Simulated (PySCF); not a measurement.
# CsSr: from the state search to spectroscopic constants

One job finds the state of CsSr, follows it along the bond with each method and fits the curves.

Program: PySCF 2.14.0. Level of theory: Cs def2-SVPD with ECP46, Sr def2-SVPD with ECP28, scalar-relativistic core potentials. These are calculated values, not measurements.

### Step 1. The job

A driver script around PySCF takes these settings:

```json
{"atoms": "Cs, Sr", "charge": "0", "basis": "Cs def2-SVPD with ECP46, Sr def2-SVPD with ECP28", "Hamiltonian": "scalar-relativistic core potentials", "basis functions": "53", "electrons treated": "19", "masses in u": "132.9054, 87.9056", "levels": "PBE0, PBE, r²SCAN, BP86, PBEsol, TPSSh, LC-ωPBE, HF, MP2, SCS-MP2, CCSD, CCSD(T)", "grid": "80 radial by 434 angular points", "occupations": "held fixed by the projection of orbital angular momentum", "dissociation limit": "Cs + Sr, each in its ground configuration", "starting distance in angstrom": "3.915", "values of 2S to try": "1, 3"}
```

Run with:

```bash
> OMP_NUM_THREADS=1 python dia.py task.json out
```

The runs that follow: First curve: PBE0; Other states along the same grid; PBE (GGA); r²SCAN; BP86 (GGA); PBEsol; TPSSh; LC-ωPBE; ROHF; Adding correlation.

What does the calculation give? Wanted: for each run, Re; ωe; De; μ.

As calculated:

Lowest PBE0 solution found, without spin–orbit coupling: ²Σ⁺ (doublet), unpaired electrons σ ↑. State 3 has its PBE0 minimum 1.47 eV higher. The other levels ran on the lowest alone.

```
       level  Re (Å)  ωe (cm⁻¹)  De (eV)  μ (D)
    ROHF-MP2   5.391       23.0    0.103    n/a
ROHF-SCS-MP2   5.478       21.3    0.086    n/a
   ROHF-CCSD   5.355       23.8    0.104    n/a
ROHF-CCSD(T)   5.281       25.4    0.119    n/a
         PBE   4.907       37.0    0.184  -1.94
      PBEsol   4.830       38.7    0.208  -1.86
        BP86   4.951       34.2    0.139  -1.63
      r²SCAN   4.980       36.7    0.201  -3.20
       TPSSh   4.944       38.5    0.199  -3.26
        PBE0   4.948       35.9    0.164  -2.31
     LC-ωPBE   4.950       37.2    0.150  -4.17
```

De is counted to Cs + Sr in their ground configurations. A positive dipole means Cs(−)Sr(+). No constants: ROHF (no minimum is bracketed among the points kept).

The methods spread over 0.648 Å in bond length, from PBEsol to ROHF-SCS-MP2. CCSD(T) can't serve as the judge here: for a weak bond in this basis it is far from its limit. Among the levels with a De in the table, it runs from 0.086 eV (ROHF-SCS-MP2) to 0.208 eV (PBEsol).

Spin–orbit coupling is left out. The bond is weak, and basis-set superposition, which was not computed, may be a sizeable part of it. With spin–orbit coupling the term label itself may not hold.
